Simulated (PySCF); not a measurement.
# CH7BGeO2: the cost of one run

Computed with PySCF 2.14.0, with density-fitted response routines of our own, on a single molecule in the gas phase. Atoms are numbered from 0 throughout.

## 1. The molecule as given

12 atoms, charge 0, multiplicity 1; geometry from: GFN2-xTB. The atoms were then displaced at random by about 0.01 Å, so the start is not that level's minimum.

Bonds of the start (Å): C0–Ge1 1.94, Ge1–B2 2.03, B2–O3 1.34, B2–O4 1.37, C0–H5 1.10, C0–H6 1.11, C0–H7 1.09, Ge1–H8 1.54, Ge1–H9 1.51, O3–H10 0.92, O4–H11 0.97.

## 2. Geometry optimisation at PBE0-D3(BJ)/def2-SVP

Job settings and geometry (Å):

```
{"job": {"xc": "PBE0", "basis": "def2-SVP", "d3": "d3bj", "grid": 1, "shake": 0.01, "kind": "geom"}, "charge": 0, "multiplicity": 1}
C     -1.859160     0.386480    -0.515980
Ge    -0.491920    -0.444530     0.580700
B      1.403730    -0.054760    -0.021820
O      1.586610     0.267210    -1.314840
O      2.536350    -0.092230     0.741020
H     -2.881450     0.130500    -0.204110
H     -1.791960     1.493060    -0.467140
H     -1.738230     0.125950    -1.564730
H     -0.764900    -0.058160     2.045890
H     -0.830730    -1.913640     0.638240
H      2.437140     0.441590    -1.606730
H      2.434220    -0.309720     1.680470
```

On the command line:

```console
OMP_NUM_THREADS=1 python probes_run.py task.json out
```

The driver reads the jobs from task.json and runs them one after another.

**Question.** How long does this first job take on 1 thread of Arm Neoverse N1, shared host, and how much memory does it need?

About 1.9 min, with a peak of 0.51 GiB.
